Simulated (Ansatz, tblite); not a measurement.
**The cluster Ge19AsH30−: spin-state energies by level**

Aim: set other spin states of the cluster Ge19AsH30− against its singlet, on many levels of theory.

Program: Ansatz 0.2.0, Gaussian basis. Level of theory: as each input shows. These are calculated values, not measurements.

Plan: triplet, relaxed (GFN1-xTB, GFN2-xTB, PBE0-D4/def2-TZVP, PBE-D4/def2-TZVP, r2SCAN-D4/def2-TZVP, r2SCAN0-D4/def2-TZVP, MP2/def2-SVP); the singlet's energies come from earlier runs.

1 further run of the same task is left out (set aside as unsound or not needed).

## 1. The structure

The singlet was relaxed beforehand with PBE-D4/def2-SVP.

50 atoms, charge -1, spin multiplicity 1.

Atoms are counted from 1 here; the program's logs count them from 0.

Bond lengths: Ge1–Ge12 2.452 Å, Ge1–Ge14 2.454 Å, Ge1–H21 1.567 Å, Ge1–H22 1.560 Å, Ge2–Ge10 2.445 Å, Ge2–Ge15 2.448 Å, Ge2–Ge16 2.450 Å, Ge2–H23 1.566 Å, Ge3–Ge12 2.449 Å, Ge3–Ge15 2.451 Å, Ge3–Ge17 2.448 Å, Ge3–H24 1.565 Å, As4–Ge10 2.457 Å, As4–Ge12 2.462 Å, As4–H25 1.544 Å, Ge5–Ge7 2.450 Å, Ge5–Ge11 2.454 Å, Ge5–Ge18 2.461 Å and more. Angles: Ge12–Ge1–Ge14 105.4°, Ge12–Ge1–H21 104.9°, Ge12–Ge1–H22 107.4°, Ge14–Ge1–H21 117.3°, Ge14–Ge1–H22 115.0°, H21–Ge1–H22 106.0°, Ge10–Ge2–Ge15 111.0°, Ge10–Ge2–Ge16 107.0°, Ge10–Ge2–H23 110.0°, Ge15–Ge2–Ge16 109.4°, Ge15–Ge2–H23 110.5°, Ge16–Ge2–H23 108.9°, Ge12–Ge3–Ge15 105.1°, Ge12–Ge3–Ge17 119.3°, Ge12–Ge3–H24 110.8°, Ge15–Ge3–Ge17 105.0°, Ge15–Ge3–H24 108.3°, Ge17–Ge3–H24 107.7° and more.

The ion is computed in the gas phase, without counter-ions or solvent.

## 2. Relaxing the triplet

Input file in.yaml:

```yaml
crystal:
  periodic: [false, false, false]
  atoms:
    - {symbol: Ge, position_ang: [1.208111, -4.099843, -1.209017]}
    - {symbol: Ge, position_ang: [-2.106621, 1.128305, -4.168141]}
    - {symbol: Ge, position_ang: [1.304124, -0.693898, -3.373797]}
    - {symbol: As, position_ang: [-1.667277, -1.125421, -0.980561]}
    - {symbol: Ge, position_ang: [-0.647784, 2.608440, 1.225946]}
    - {symbol: Ge, position_ang: [1.383373, -0.835161, 1.004567]}
    - {symbol: Ge, position_ang: [0.254043, 2.620149, -1.052465]}
    - {symbol: Ge, position_ang: [-1.719413, -0.754609, 3.420329]}
    - {symbol: Ge, position_ang: [1.653629, 1.159240, 4.392548]}
    - {symbol: Ge, position_ang: [-3.190468, -0.614436, -2.839374]}
    - {symbol: Ge, position_ang: [-2.431886, 1.113054, 2.002252]}
    - {symbol: Ge, position_ang: [-0.129035, -2.424019, -2.398734]}
    - {symbol: Ge, position_ang: [-0.169857, -2.300653, 2.311642]}
    - {symbol: Ge, position_ang: [2.704918, -2.821081, 0.256486]}
    - {symbol: Ge, position_ang: [-0.030834, 0.304267, -5.171065]}
    - {symbol: Ge, position_ang: [-1.593899, 2.976114, -2.643825]}
    - {symbol: Ge, position_ang: [2.014469, 1.195294, -1.988490]}
    - {symbol: Ge, position_ang: [1.145232, 3.006612, 2.863941]}
    - {symbol: Ge, position_ang: [2.813928, -0.526567, 3.034547]}
    - {symbol: Ge, position_ang: [-0.502778, 0.356092, 5.239013]}
    - {symbol: H, position_ang: [1.870162, -4.963279, -2.336390]}
    - {symbol: H, position_ang: [0.214909, -5.048969, -0.468975]}
    - {symbol: H, position_ang: [-3.085501, 1.642064, -5.276799]}
    - {symbol: H, position_ang: [2.586236, -1.328321, -4.008011]}
    - {symbol: H, position_ang: [-2.500597, -2.356194, -0.564243]}
    - {symbol: H, position_ang: [-1.386716, 4.000039, 1.146739]}
    - {symbol: H, position_ang: [0.950123, 4.030965, -1.066903]}
    - {symbol: H, position_ang: [-3.036214, -1.368821, 4.014614]}
    - {symbol: H, position_ang: [2.459122, 1.781427, 5.587998]}
    - {symbol: H, position_ang: [-3.551583, -1.858790, -3.709326]}
    - {symbol: H, position_ang: [-4.525521, -0.041052, -2.264382]}
    - {symbol: H, position_ang: [-3.358829, 0.704355, 0.815647]}
    - {symbol: H, position_ang: [-3.302464, 2.062616, 2.897274]}
    - {symbol: H, position_ang: [-0.928567, -3.028742, -3.607574]}
    - {symbol: H, position_ang: [-1.068684, -3.271275, 1.469030]}
    - {symbol: H, position_ang: [0.390928, -3.196204, 3.474658]}
    - {symbol: H, position_ang: [3.297273, -3.851453, 1.282875]}
    - {symbol: H, position_ang: [3.907738, -2.463957, -0.689639]}
    - {symbol: H, position_ang: [-0.367496, -0.750784, -6.271560]}
    - {symbol: H, position_ang: [0.697281, 1.485835, -5.888606]}
    - {symbol: H, position_ang: [-1.277187, 4.235010, -3.515350]}
    - {symbol: H, position_ang: [-2.891820, 3.319483, -1.845899]}
    - {symbol: H, position_ang: [2.678452, 2.154318, -3.046409]}
    - {symbol: H, position_ang: [3.126971, 0.833831, -0.969329]}
    - {symbol: H, position_ang: [2.425137, 3.411606, 2.060695]}
    - {symbol: H, position_ang: [0.724673, 4.287930, 3.661859]}
    - {symbol: H, position_ang: [4.214254, 0.122737, 2.746862]}
    - {symbol: H, position_ang: [3.114534, -1.747186, 3.974282]}
    - {symbol: H, position_ang: [-1.332725, 1.540186, 5.840158]}
    - {symbol: H, position_ang: [-0.270265, -0.645354, 6.417901]}
basis:
  gaussian: {orbitals: def2-SVP, fitting: {mean_field: def2-universal-jkfit}}
total_charge: -1
magnetization: {spin_polarized: true, initial_magnetization: 2}
hamiltonian: {xc: pbe, dispersion: d4}
scf: {lower_state_search: "off"}
output: {orbitals: {seedname: orbitals}}
relax: {f_tol: 0.03, max_steps: 70}
```

The run is started by

```
$ ansatz run in.yaml --threads 11 --pin off --events-out ev --progress --plain --max-ram 174080MiB --backend cuda --devices 0, --max-vram 75GiB
```

The program printed:

```text
Functional definition: PBE
  name "PBE"
  cite "Perdew, Burke & Ernzerhof, Phys. Rev. Lett. 77, 3865 (1996) doi:10.1103/PhysRevLett.77.3865"
  parent pbe
  parameter kappa = 0.804
  parameter beta = 0.06672455060314922
  exchange = pbe_x(kappa = kappa, mu = beta*pi^2/3)
  correlation = pbe_c(beta = beta)
these checks for a lower state are left out or cut short: stability, starts, cluster_reference, orbital_swaps, neighbouring_geometries, increment
5860 factors; integrals over basis functions are off by at most 3.5e-1 eV
mean field evaluation 1: about -1134857.6098 eV, gradient 6.6e1 eV
mean field evaluation 2: about -1134806.2936 eV, gradient 1.1e2 eV
mean field evaluation 4: about -1134869.6853 eV, gradient 8.3e0 eV
mean field evaluation 8: about -1134870.1610 eV, gradient 2.1e0 eV
mean field evaluation 16: about -1134870.1601 eV, gradient 8.5e-3 eV
mean field -1134870.16010369 eV, -41705.7091411876 hartree, gradient 9.3e-6 eV, S^2 2.004411; 0 other end points of the search recorded, 0 dependent functions left out
[... from here on, the SCF cycles and remarks between the steps are left out, and one step in 2 is shown ...]
relax step   1: F+E_penalty+E_count = -1134873.56307998 eV  Δ(F+E_penalty+E_count) = +0.000e0 eV  max|allowed force component| = 8.392e-1 eV/Å  Δτ_max = 0.0000 Å  (26 SCF iters, accepted)
relax step   2: F+E_penalty+E_count = -1134874.01179732 eV  Δ(F+E_penalty+E_count) = -4.487e-1 eV  max|allowed force component| = 3.631e-1 eV/Å  Δτ_max = 0.1947 Å  (40 SCF iters, accepted)
relax step   4: F+E_penalty+E_count = -1134874.47874617 eV  Δ(F+E_penalty+E_count) = -2.098e-1 eV  max|allowed force component| = 3.161e-1 eV/Å  Δτ_max = 0.1924 Å  (25 SCF iters, accepted)
relax step   6: F+E_penalty+E_count = -1134874.67280225 eV  Δ(F+E_penalty+E_count) = -4.790e-2 eV  max|allowed force component| = 1.299e-1 eV/Å  Δτ_max = 0.0915 Å  (21 SCF iters, accepted)
relax step   8: F+E_penalty+E_count = -1134874.75044199 eV  Δ(F+E_penalty+E_count) = -3.173e-2 eV  max|allowed force component| = 1.343e-1 eV/Å  Δτ_max = 0.1951 Å  (21 SCF iters, accepted)
relax step  10: F+E_penalty+E_count = -1134874.77885930 eV  Δ(F+E_penalty+E_count) = -1.515e-2 eV  max|allowed force component| = 1.519e-1 eV/Å  Δτ_max = 0.1754 Å  (21 SCF iters, accepted)
relax step  12: F+E_penalty+E_count = -1134874.79449814 eV  Δ(F+E_penalty+E_count) = -7.190e-3 eV  max|allowed force component| = 1.691e-1 eV/Å  Δτ_max = 0.1428 Å  (21 SCF iters, accepted)
relax step  14: F+E_penalty+E_count = -1134874.81114810 eV  Δ(F+E_penalty+E_count) = -8.979e-3 eV  max|allowed force component| = 6.649e-2 eV/Å  Δτ_max = 0.0748 Å  (21 SCF iters, accepted)
relax step  16: F+E_penalty+E_count = -1134874.81993958 eV  Δ(F+E_penalty+E_count) = -3.940e-3 eV  max|allowed force component| = 5.602e-2 eV/Å  Δτ_max = 0.0622 Å  (21 SCF iters, accepted)
relax step  18: F+E_penalty+E_count = -1134874.82869974 eV  Δ(F+E_penalty+E_count) = -2.671e-3 eV  max|allowed force component| = 8.664e-2 eV/Å  Δτ_max = 0.0691 Å  (20 SCF iters, accepted)
relax step  20: F+E_penalty+E_count = -1134874.83110503 eV  Δ(F+E_penalty+E_count) = -2.405e-3 eV  max|allowed force component| = 6.403e-2 eV/Å  Δτ_max = 0.0954 Å  (21 SCF iters, accepted)
relax step  22: F+E_penalty+E_count = -1134874.84101853 eV  Δ(F+E_penalty+E_count) = -3.480e-3 eV  max|allowed force component| = 1.120e-1 eV/Å  Δτ_max = 0.1464 Å  (21 SCF iters, accepted)
relax step  24: F+E_penalty+E_count = -1134874.84727603 eV  Δ(F+E_penalty+E_count) = -3.478e-3 eV  max|allowed force component| = 1.603e-1 eV/Å  Δτ_max = 0.1066 Å  (21 SCF iters, accepted)
relax step  26: F+E_penalty+E_count = -1134874.86290953 eV  Δ(F+E_penalty+E_count) = -8.527e-3 eV  max|allowed force component| = 1.848e-1 eV/Å  Δτ_max = 0.1962 Å  (22 SCF iters, accepted)
relax step  28: F+E_penalty+E_count = -1134874.87992821 eV  Δ(F+E_penalty+E_count) = -1.702e-2 eV  max|allowed force component| = 1.686e-1 eV/Å  Δτ_max = 0.0965 Å  (22 SCF iters, accepted)
relax step  30: F+E_penalty+E_count = -1134874.88911704 eV  Δ(F+E_penalty+E_count) = -9.189e-3 eV  max|allowed force component| = 4.129e-2 eV/Å  Δτ_max = 0.0468 Å  (21 SCF iters, accepted)
relax step  32: F+E_penalty+E_count = -1134874.90237505 eV  Δ(F+E_penalty+E_count) = -7.036e-3 eV  max|allowed force component| = 5.087e-2 eV/Å  Δτ_max = 0.0729 Å  (21 SCF iters, accepted)
relax step  34: F+E_penalty+E_count = -1134874.91439769 eV  Δ(F+E_penalty+E_count) = -5.128e-3 eV  max|allowed force component| = 5.179e-2 eV/Å  Δτ_max = 0.0779 Å  (21 SCF iters, accepted)
relax step  36: F+E_penalty+E_count = -1134874.92328467 eV  Δ(F+E_penalty+E_count) = -3.724e-3 eV  max|allowed force component| = 1.379e-1 eV/Å  Δτ_max = 0.1957 Å  (25 SCF iters, accepted)
relax step  38: F+E_penalty+E_count = -1134874.93932167 eV  Δ(F+E_penalty+E_count) = -1.604e-2 eV  max|allowed force component| = 9.596e-2 eV/Å  Δτ_max = 0.0926 Å  (22 SCF iters, accepted)
relax step  40: F+E_penalty+E_count = -1134874.96453890 eV  Δ(F+E_penalty+E_count) = -1.637e-2 eV  max|allowed force component| = 2.141e-1 eV/Å  Δτ_max = 0.1462 Å  (23 SCF iters, accepted)
relax step  42: F+E_penalty+E_count = -1134875.02592501 eV  Δ(F+E_penalty+E_count) = -3.156e-2 eV  max|allowed force component| = 5.019e-1 eV/Å  Δτ_max = 0.1921 Å  (27 SCF iters, accepted)
relax step  44: F+E_penalty+E_count = -1134875.07057823 eV  Δ(F+E_penalty+E_count) = -2.351e-2 eV  max|allowed force component| = 3.330e-1 eV/Å  Δτ_max = 0.1122 Å  (22 SCF iters, accepted)
relax step  46: F+E_penalty+E_count = -1134875.07891528 eV  Δ(F+E_penalty+E_count) = +2.315e-3 eV  max|allowed force component| = 2.970e-1 eV/Å  Δτ_max = 0.1933 Å  (22 SCF iters, rejected (line search))
relax step  48: F+E_penalty+E_count = -1134875.10836853 eV  Δ(F+E_penalty+E_count) = -2.208e-3 eV  max|allowed force component| = 5.487e-2 eV/Å  Δτ_max = 0.0264 Å  (21 SCF iters, accepted)
relax step  50: F+E_penalty+E_count = -1134875.11337191 eV  Δ(F+E_penalty+E_count) = -2.054e-3 eV  max|allowed force component| = 3.314e-2 eV/Å  Δτ_max = 0.0494 Å  (20 SCF iters, accepted)
relax step  52: F+E_penalty+E_count = -1134875.11453566 eV  Δ(F+E_penalty+E_count) = -4.733e-4 eV  max|allowed force component| = 1.757e-2 eV/Å  Δτ_max = 0.0077 Å  (16 SCF iters, accepted)
Total energy: -1134875.11463684 eV, -41705.8912169228 hartree
Atom 0 at     1.167813    -3.890190    -1.361761 Å, force    -0.001256    -0.002093     0.006112 eV/Å
Atom 1 at    -1.698547     1.796556    -3.763844 Å, force     0.006760    -0.001458     0.006951 eV/Å
Atom 2 at     1.090696    -0.951065    -4.107492 Å, force    -0.005707     0.000471    -0.004351 eV/Å
Atom 3 at    -1.609074    -1.201993    -1.024777 Å, force     0.000108     0.002603    -0.001308 eV/Å
Atom 4 at    -1.187800     1.567640     1.137824 Å, force    -0.000253    -0.001702     0.017571 eV/Å
Atom 5 at     1.143199    -0.776275     1.218792 Å, force    -0.003445    -0.005641     0.009378 eV/Å
Atom 6 at     1.124753     1.434854    -0.925784 Å, force    -0.001726    -0.001092    -0.006171 eV/Å
Atom 7 at    -1.652709    -0.982360     4.111816 Å, force     0.000066     0.006535    -0.005764 eV/Å
Atom 8 at     1.248562     1.826838     4.200766 Å, force    -0.005217    -0.000099    -0.010011 eV/Å
Atom 9 at    -3.012962     0.126168    -2.548013 Å, force    -0.007944    -0.008445     0.005704 eV/Å
Atom 10 at    -2.881422     0.431795     2.543461 Å, force     0.007096    -0.002982    -0.000275 eV/Å
Atom 11 at    -0.273613    -2.428637    -2.703809 Å, force    -0.001779     0.007142    -0.000035 eV/Å
Atom 12 at    -0.176272    -2.308198     2.682676 Å, force     0.004580     0.003334     0.002331 eV/Å
Atom 13 at     2.544631    -2.561296     0.176875 Å, force     0.005939    -0.003501     0.000438 eV/Å
Atom 14 at    -0.436187     0.470232    -5.389855 Å, force     0.000149    -0.003156    -0.004889 eV/Å
Atom 15 at    -0.136558     3.060788    -2.352890 Å, force    -0.000474    -0.005083    -0.004274 eV/Å
Atom 16 at     2.536440     0.504452    -2.766225 Å, force    -0.008978     0.001169     0.003663 eV/Å
Atom 17 at    -0.107125     3.179240     2.667322 Å, force     0.000561    -0.000025    -0.005907 eV/Å
Atom 18 at     2.644386     0.308204     2.869930 Å, force    -0.001789    -0.008500     0.003208 eV/Å
Atom 19 at    -0.273492     0.449990     5.544722 Å, force    -0.003877    -0.003458     0.009762 eV/Å
Atom 20 at     2.025963    -4.784954    -2.315887 Å, force     0.000486     0.000070    -0.001381 eV/Å
Atom 21 at     0.257641    -4.867031    -0.550990 Å, force     0.005750     0.004088    -0.003054 eV/Å
Atom 22 at    -2.708706     2.715439    -4.532119 Å, force    -0.006421     0.006725    -0.002716 eV/Å
Atom 23 at     1.888761    -1.877146    -5.087972 Å, force     0.000848    -0.000845    -0.001168 eV/Å
Atom 24 at    -2.657231    -2.342410    -0.974179 Å, force    -0.005286    -0.005733    -0.004926 eV/Å
Atom 25 at    -2.070101     2.406759     0.123495 Å, force    -0.002147     0.001651    -0.002318 eV/Å
Atom 26 at     2.138153     2.390795    -0.163870 Å, force     0.001138     0.000287    -0.000393 eV/Å
Atom 27 at    -2.593827    -1.857213     5.008751 Å, force     0.001050     0.000944    -0.000231 eV/Å
Atom 28 at     2.088095     2.715906     5.181534 Å, force     0.001948     0.003614     0.001532 eV/Å
Atom 29 at    -3.761865    -0.784502    -3.577438 Å, force     0.006974     0.006756     0.008982 eV/Å
Atom 30 at    -4.107211     0.795564    -1.657018 Å, force     0.006688    -0.005113    -0.005440 eV/Å
Atom 31 at    -3.808019    -0.475289     1.669839 Å, force     0.002693     0.001116     0.000958 eV/Å
Atom 32 at    -3.830790     1.416274     3.311604 Å, force    -0.001049     0.000511    -0.001210 eV/Å
Atom 33 at    -1.208008    -3.275571    -3.634941 Å, force    -0.001334    -0.001110     0.000201 eV/Å
Atom 34 at    -1.065857    -3.255239     1.811758 Å, force    -0.000603    -0.003065    -0.001656 eV/Å
Atom 35 at     0.720472    -3.250426     3.560332 Å, force     0.000567     0.001252     0.000343 eV/Å
Atom 36 at     3.129474    -3.565139     1.231911 Å, force    -0.001759     0.001415    -0.003304 eV/Å
Atom 37 at     3.766994    -2.030884    -0.636856 Å, force    -0.008248    -0.005014     0.003993 eV/Å
Atom 38 at    -1.406396    -0.393660    -6.259327 Å, force     0.005695     0.005450     0.003059 eV/Å
Atom 39 at     0.357466     1.382246    -6.379575 Å, force    -0.000377     0.001294     0.002652 eV/Å
Atom 40 at     0.734236     3.893619    -3.361319 Å, force     0.002433     0.001193    -0.003035 eV/Å
Atom 41 at    -0.973580     4.102925    -1.545915 Å, force    -0.002016     0.004621     0.003999 eV/Å
Atom 42 at     3.109823     1.570142    -3.766228 Å, force     0.004334     0.007465    -0.006821 eV/Å
Atom 43 at     3.758260    -0.337077    -2.284617 Å, force     0.008646    -0.007290     0.002002 eV/Å
Atom 44 at     0.829042     4.171805     1.907945 Å, force    -0.004978    -0.004259     0.002771 eV/Å
Atom 45 at    -1.097747     4.058834     3.506238 Å, force     0.001541    -0.001552    -0.001244 eV/Å
Atom 46 at     3.766204     1.144834     2.176192 Å, force     0.003443     0.001706    -0.000697 eV/Å
Atom 47 at     3.373854    -0.681636     3.842872 Å, force    -0.003931     0.005142    -0.002163 eV/Å
Atom 48 at    -1.189598     1.355866     6.432179 Å, force     0.005421    -0.002432    -0.004582 eV/Å
Atom 49 at     0.545376    -0.435678     6.540867 Å, force    -0.004321     0.007097    -0.006287 eV/Å
Dipole moment:    -0.189609    -0.185317    -0.234639 e Å
Checks for a lower state left out: stability, starts, cluster_reference, orbital_swaps, neighbouring_geometries, increment
```

It took 3.9 min on 1 × H100 with 11 threads of AMD EPYC 7R13, shared host; peak host memory 1.6 GiB.

Step by step: (not every step is listed) (the energy doesn't fall at every step)

| step | energy from step 1 (eV) | largest force component (eV/Å) |
| --- | --- | --- |
| 1 | 0.0000 | 0.8392 |
| 2 | -0.4487 | 0.3631 |
| 3 | -0.7059 | 0.5753 |
| 4 | -0.9157 | 0.3161 |
| 5 | -1.0618 | 0.1598 |
| 6 | -1.1097 | 0.1299 |
| 7 | -1.1556 | 0.1363 |
| 8 | -1.1874 | 0.1343 |
| 9 | -1.2006 | 0.1596 |
| 12 | -1.2314 | 0.1691 |
| 15 | -1.2529 | 0.0635 |
| 18 | -1.2656 | 0.0866 |
| 21 | -1.2745 | 0.0680 |
| 24 | -1.2842 | 0.1603 |
| 27 | -1.2826 | 0.2297 |
| 30 | -1.3260 | 0.0413 |
| 33 | -1.3462 | 0.0750 |
| 36 | -1.3602 | 0.1379 |
| 39 | -1.3851 | 0.1102 |
| 42 | -1.4628 | 0.5019 |
| 45 | -1.5182 | 0.1681 |
| 47 | -1.5431 | 0.0339 |
| 48 | -1.5453 | 0.0549 |
| 49 | -1.5482 | 0.0595 |
| 50 | -1.5503 | 0.0331 |
| 51 | -1.5510 | 0.0376 |
| 52 | -1.5515 | 0.0176 |

The force was under the threshold of 0.03 eV/Å already at step 31, but the program went on to step 52.

Close pairs (by a distance rule), those that changed most:

```csv
bond,before (Å),after (Å),change (Å)
Ge5–Ge7,2.450,3.102,+0.652
Ge7–Ge17,2.451,2.499,+0.049
Ge7–Ge16,2.465,2.504,+0.040
Ge5–Ge11,2.454,2.477,+0.023
Ge6–Ge19,2.503,2.481,-0.021
Ge7–H27,1.573,1.588,+0.015
Ge14–H38,1.571,1.561,-0.010
Ge5–Ge18,2.461,2.471,+0.010
```

Contacts that opened: Ge5–Ge7 2.45 to 3.10 Å.

## 3. Triplet, GFN1-xTB

Tight binding, by tblite at 300 K electronic temperature and without a spin-polarisation term:

```python
tblite.interface.Calculator('GFN1-xTB', numbers, positions, charge=-1, uhf=2).singlepoint()
```

Energy -1381.3038 eV; 0.51 s.

## 4. Triplet, GFN2-xTB

Tight binding, by tblite at 300 K electronic temperature and without a spin-polarisation term:

```python
tblite.interface.Calculator('GFN2-xTB', numbers, positions, charge=-1, uhf=2).singlepoint()
```

Energy -1489.1870 eV; 0.54 s.

(Part 1 of 2 ends here.)
